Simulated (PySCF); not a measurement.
**SbF (triplet) at other levels of theory**

Aim: see what other levels and later steps give for SbF (triplet).

Computed with PySCF 2.14.0. Level: each script names its method and basis.

7 further runs of the same task are left out: 7 that didn't finish.

### 1 The system as given

SbF (triplet): 2 atoms, charge 0, spin multiplicity 3.

Bond lengths: Sb1–F2 1.782 Å.

### 2 The run that the others are compared with

Input file input.py:

```python
from pyscf import gto, dft

mol = gto.M(
    atom='Sb 0 0 0; F 0 0 1.782',
    basis='lanl2dz',
    ecp={'Sb': 'lanl2dz'},
    charge=0,
    spin=2,
    verbose=3,
)
mf = dft.ROKS(mol, xc='tpssh')
mf.kernel()
g = mf.nuc_grad_method()
g.grid_response = True
g.kernel()
mf.dip_moment()
print('orbital energies (hartree):', mf.mo_energy[..., max(0, mol.nelec[1]-3):mol.nelec[0]+3].round(4))
```

Run with:

```bash
OMP_NUM_THREADS=1 python input.py
```

The log of this run is left out.

It gives: E(SCF) = -105.233076 Eh, μ = 2.34 D, gradient on the second atom -0.1109 Eh/bohr.

The bond length is a typed value, not an optimised one. The triplet is typed in the script; nothing here shows that it is the ground state.

### 3 M062x

Run 1 changes functional: tpssh → m062x.

Input file input.py:

```python
from pyscf import gto, dft

mol = gto.M(
    atom='Sb 0 0 0; F 0 0 1.782',
    basis='lanl2dz',
    ecp={'Sb': 'lanl2dz'},
    charge=0,
    spin=2,
    verbose=3,
)
mf = dft.ROKS(mol, xc='m062x')
mf.kernel()
g = mf.nuc_grad_method()
g.grid_response = True
g.kernel()
mf.dip_moment()
print('orbital energies (hartree):', mf.mo_energy[..., max(0, mol.nelec[1]-3):mol.nelec[0]+3].round(4))
```

Run with:

```bash
OMP_NUM_THREADS=1 python input.py
```

### 4 MP2 (UHF)

Run 2 changes step after the SCF: gradient → mp2; SCF type: ROKS → UHF; functional: tpssh → none (Hartree–Fock).

Input file input.py:

```python
from pyscf import gto, scf, mp

mol = gto.M(
    atom='Sb 0 0 0; F 0 0 1.782',
    basis='lanl2dz',
    ecp={'Sb': 'lanl2dz'},
    charge=0,
    spin=2,
    verbose=3,
)
mf = scf.UHF(mol)
mf.kernel()
mp.MP2(mf).kernel()
mf.dip_moment()
print('orbital energies (hartree):', [e[max(0, n-3):n+3].round(4) for e, n in zip(mf.mo_energy, mol.nelec)])
```

### 5 Geometry optimisation

Run 3 changes step after the SCF: gradient → optimize.

Edit input.py of step 2 so:

```diff
@@ -1,2 +1,3 @@
 from pyscf import gto, dft
+from pyscf.geomopt.geometric_solver import optimize
 
@@ -14,4 +15,5 @@
 g.grid_response = True
-g.kernel()
-mf.dip_moment()
+mol_eq = optimize(g.as_scanner(), maxsteps=30)
+print('optimised geometry (angstrom)')
+print(mol_eq.tostring('raw'))
 print('orbital energies (hartree):', mf.mo_energy[..., max(0, mol.nelec[1]-3):mol.nelec[0]+3].round(4))
```

### 6 Lc_wpbe

Run 4 changes functional: tpssh → lc_wpbe.

Edit input.py of step 2 so:

```diff
@@ -10,3 +10,3 @@
 )
-mf = dft.ROKS(mol, xc='tpssh')
+mf = dft.ROKS(mol, xc='lc_wpbe')
 mf.kernel()
```

### 7 Wb97x

Run 5 changes functional: tpssh → wb97x.

Edit input.py of step 2 so:

```diff
@@ -10,3 +10,3 @@
 )
-mf = dft.ROKS(mol, xc='tpssh')
+mf = dft.ROKS(mol, xc='wb97x')
 mf.kernel()
```

What does the calculation give? Wanted: for each run, E(SCF); from base; SCF dipole; after the SCF.

As calculated:

```
                  run  E(SCF) (hartree)  from base (eV)  SCF dipole (D)              after the SCF
                 base       -105.233076               0            2.34                        n/a
                m062x       -105.158527  not comparable            2.63                        n/a
            MP2 (UHF)       -104.694716  not comparable            2.97  MP2 correlation -3.698 eV
geometry optimisation       -105.233076          0.0000             n/a    bond 1.982 Å, -0.489 eV
              lc_wpbe       -105.187216  not comparable            2.53                        n/a
                wb97x       -105.196546  not comparable            2.53                        n/a
```

SCF columns refer to the geometry typed in the script.

In words: Total energies of different functionals can't be compared with each other; differences within one functional can. The dearest run is “geometry optimisation”, at 8.9 s against 2.7 s.
